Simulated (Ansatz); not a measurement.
# ScCl2F: one species, many methods

The task here is to estimate one member of a computed series from the others.

Computed with Ansatz 0.2.0, Gaussian basis. Level: functionals in def2-TZVPP, the program's frozen cores in correlated methods.

Plan: LDA (SPW92), PBE-D4, revPBE-D4, BLYP-D4, r2SCAN-D4, B97M-V, PBE0-D4, B3LYP-D4, r2SCANh-D4, r2SCAN0-D4, HSE06-D4, BHLYP-D4, CAM-B3LYP-D4, LC-ωPBE, ωB97X-V, ωB97M-V, B2PLYP, PBE-QIDH; CCSD(T)/def2-SVP; CCSD(T)/def2-TZVPP; MP2/def2-QZVPP; extrapolation to the limit; RPA on PBE.

### The geometry

All runs share one geometry, relaxed beforehand with PBE0-D4 in a triple-zeta def2 set.

SMILES `[F][Sc]([Cl])[Cl]`, 4 atoms, charge 0, spin multiplicity 1.

Atoms are counted from 1 here; the program's logs count them from 0.

Bond lengths: F1–Sc2 1.815 Å, Sc2–Cl3 2.282 Å, Sc2–Cl4 2.282 Å. Angles: F1–Sc2–Cl3 119.0°, F1–Sc2–Cl4 119.0°, Cl3–Sc2–Cl4 122.1°.

Set-up of the first run:

in.yaml reads:

```yaml
crystal:
  periodic: [false, false, false]
  atoms:
    - {symbol: F, position_ang: [0.479187, 1.128960, 1.456265]}
    - {symbol: Sc, position_ang: [0.037797, 0.043919, 0.070423]}
    - {symbol: Cl, position_ang: [0.984644, -2.028204, -0.055413]}
    - {symbol: Cl, position_ang: [-1.446128, 0.795025, -1.491575]}
basis:
  gaussian: {orbitals: def2-TZVPP}
hamiltonian: {xc: lda}
output: {orbitals: {seedname: orbitals}}
```

Steps of the session up to this table: LDA; PBE-D4 (GGA); revPBE-D4 (GGA); BLYP-D4 (GGA); r2SCAN-D4 (meta-GGA); B97M-V (meta-GGA); PBE0-D4 (hybrid); B3LYP-D4 (hybrid); r2SCANh-D4 (hybrid); r2SCAN0-D4 (hybrid); HSE06-D4 (hybrid); BHLYP-D4 (hybrid); CAM-B3LYP-D4 (range-separated); LC-ωPBE-D4 (range-separated; the results give it without D4); ωB97X-V (range-separated); ωB97M-V (range-separated); B2PLYP (double hybrid); PBE-QIDH (double hybrid).

One table of the session follows, with a row left open; its other results are not shown here.

It belongs to the step «Frontier levels by functional». 

| functional | HOMO (eV) | LUMO (eV) | gap (eV) |
| --- | --- | --- | --- |
| LDA (SPW92) | -8.08 | -4.25 | 3.83 |
| PBE-D4 | -7.91 | -4.01 | 3.90 |
| revPBE-D4 | -7.84 | -3.87 | 3.98 |
| BLYP-D4 | -7.75 | -4.03 | 3.72 |
| r2SCAN-D4 | ? | ? | ? |
| B97M-V | -8.34 | -3.89 | 4.45 |
| PBE0-D4 | -9.32 | -3.08 | 6.24 |
| B3LYP-D4 | -9.04 | -3.47 | 5.56 |
| r2SCANh-D4 | -8.79 | -3.42 | 5.37 |
| r2SCAN0-D4 | -9.56 | -2.91 | 6.65 |
| HSE06-D4 | -8.91 | -3.46 | 5.45 |
| BHLYP-D4 | -10.57 | -2.32 | 8.25 |
| CAM-B3LYP-D4 | -10.69 | -2.23 | 8.46 |
| LC-ωPBE | -12.11 | -0.87 | 11.24 |
| ωB97X-V | -11.72 | -1.04 | 10.68 |
| ωB97M-V | -11.57 | -1.31 | 10.25 |

Q: Estimate the row for r2SCAN-D4 from the others.

Worked estimate for «HOMO (eV)». Against the share of exact exchange, r2SCANh-D4 (0.1, -8.79), r2SCAN0-D4 (0.25, -9.56) give a slope of -5.13 per unit share; at 0 the line stands at -8.28.

The run gave: HOMO (eV): -8.28; LUMO (eV): -3.77; gap (eV): 4.51. In «HOMO (eV)» the line misses by 0.00.
